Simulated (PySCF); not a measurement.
# C3H11B2N: the cost of one run

The runs use PySCF 2.14.0, with density-fitted response routines of our own; the level of theory stands in each step. All values are computed, except where a source is named. Atoms count from 0, in the outputs and in this text.

## (1) Starting geometry

17 atoms, charge 0, multiplicity 1; geometry from: GFN2-xTB.

Bonds of the start (Å): B0–N1 1.41, N1–B2 1.41, N1–C3 1.47, C3–C4 1.53, C3–C5 1.53, B0–H6 1.17, B0–H7 1.17, B2–H8 1.17, B2–H9 1.17, C3–H10 1.10, C4–H11 1.09, C4–H12 1.09, C4–H13 1.09, C5–H14 1.09, C5–H15 1.09, C5–H16 1.09.

## (2) J couplings: B3LYP/pcJ-1

Job settings and geometry (Å):

```
{"job": {"kind": "j", "xc": "B3LYP", "basis": "pcJ-1"}, "charge": 0, "multiplicity": 1}
B      1.634603     1.462027    -0.060985
N      0.867765     0.285904    -0.194985
B      1.402493    -0.889219    -0.773561
C     -0.524997     0.294590     0.278248
C     -1.500694     0.053483    -0.874030
C     -0.734809    -0.721162     1.401373
H      2.742634     1.472106    -0.429055
H      1.156095     2.420696     0.417066
H      2.510482    -0.883771    -1.143214
H      0.757073    -1.859992    -0.885921
H     -0.725400     1.291424     0.686744
H     -2.524220     0.174675    -0.526889
H     -1.317912     0.767188    -1.674606
H     -1.386087    -0.950034    -1.273376
H     -0.035947    -0.531723     2.213560
H     -0.580102    -1.734265     1.041305
H     -1.747975    -0.639898     1.788415
```

Method: B3LYP/pcJ-1 indirect spin-spin coupling, non-relativistic, gas phase.

The run is started by

```console
$ OMP_NUM_THREADS=1 python probes_run.py task.json out
```

One launch serves the whole session: the jobs run in the order shown.

Q: Estimate the wall time and peak memory of this job on 1 thread of AMD EPYC, shared host.

About 2.1 min, with a peak of 1.1 GiB.
